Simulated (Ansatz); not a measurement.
# CH₃OTe+ (SMILES [CH2+][Te]O): single points off equilibrium

An exercise on one series of results from a longer session: the logs are not shown, and one member is left open.

Program: Ansatz 0.2.0, Gaussian basis. Level of theory: single points in def2-TZVPP. These are calculated values, not measurements.

Correlated methods freeze the cores. Filled d shells of the heavier atoms are correlated. Core potentials replace the inner electrons past krypton, and spin-orbit coupling is left out. B3LYP uses VWN-RPA correlation.

**The starting structure**

SMILES `[CH2+][Te]O`, 6 atoms, charge 1, spin multiplicity 1.

Atoms are counted from 1 here; the program's logs count them from 0.

Bond lengths: C1–Te2 1.987 Å, C1–H4 1.167 Å, C1–H5 1.227 Å, Te2–O3 1.914 Å, O3–H6 1.167 Å. Angles: Te2–C1–H4 127.0°, Te2–C1–H5 121.2°, H4–C1–H5 111.8°, C1–Te2–O3 104.6°, Te2–O3–H6 120.3°.

Coordinates:

```xyz
6
CH3OTe
C    -0.4913    0.1924   -1.0308
Te    0.8923   -0.9471   -0.1724
O     1.1588   -0.1627    1.5529
H    -0.9449    0.0625   -2.0980
H    -0.9700    1.1601   -0.4470
H     0.2720   -0.0869    2.3076
```

The first run:

Input file run/in.yaml:

```yaml
crystal:
  periodic: [false, false, false]
  atoms:
    - {symbol: C, position_ang: [-0.491300, 0.192400, -1.030800]}
    - {symbol: Te, position_ang: [0.892300, -0.947100, -0.172400]}
    - {symbol: O, position_ang: [1.158800, -0.162700, 1.552900]}
    - {symbol: H, position_ang: [-0.944900, 0.062500, -2.098000]}
    - {symbol: H, position_ang: [-0.970000, 1.160100, -0.447000]}
    - {symbol: H, position_ang: [0.272000, -0.086900, 2.307600]}
basis:
  gaussian: {orbitals: def2-TZVPP}
total_charge: 1
correlation: {method: ccsd_t}
output: {forces: true}
```

No record of the launch command was kept for these runs.

Steps of the session up to this table: CCSD(T)/def2-TZVPP; PBE0-D4/def2-TZVPP; wB97M-V/def2-TZVPP; r2SCAN-D4/def2-TZVPP; PBE-D4/def2-TZVPP; B3LYP-D4/def2-TZVPP; wB97X-V/def2-TZVPP.

One table of the session follows, with a row left open; its other results are not shown here.

| method | RMS force component (eV/Å) | angle to CCSD(T) forces (°) |
| --- | --- | --- |
| CCSD(T) | 2.037 | reference |
| PBE0-D4 | 2.049 | 4.2 |
| wB97M-V | ? | ? |
| r2SCAN-D4 | 2.001 | 2.1 |
| PBE-D4 | 1.896 | 5.0 |
| B3LYP-D4 | 2.039 | 2.7 |
| wB97X-V | 2.065 | 6.9 |

Estimate the missing values for wB97M-V.

**Answer.** RMS force component (eV/Å): 2.051; angle to CCSD(T) forces (°): 6.2. In the column «RMS force component (eV/Å)» it lies between PBE0-D4 (2.049) and wB97X-V (2.065).
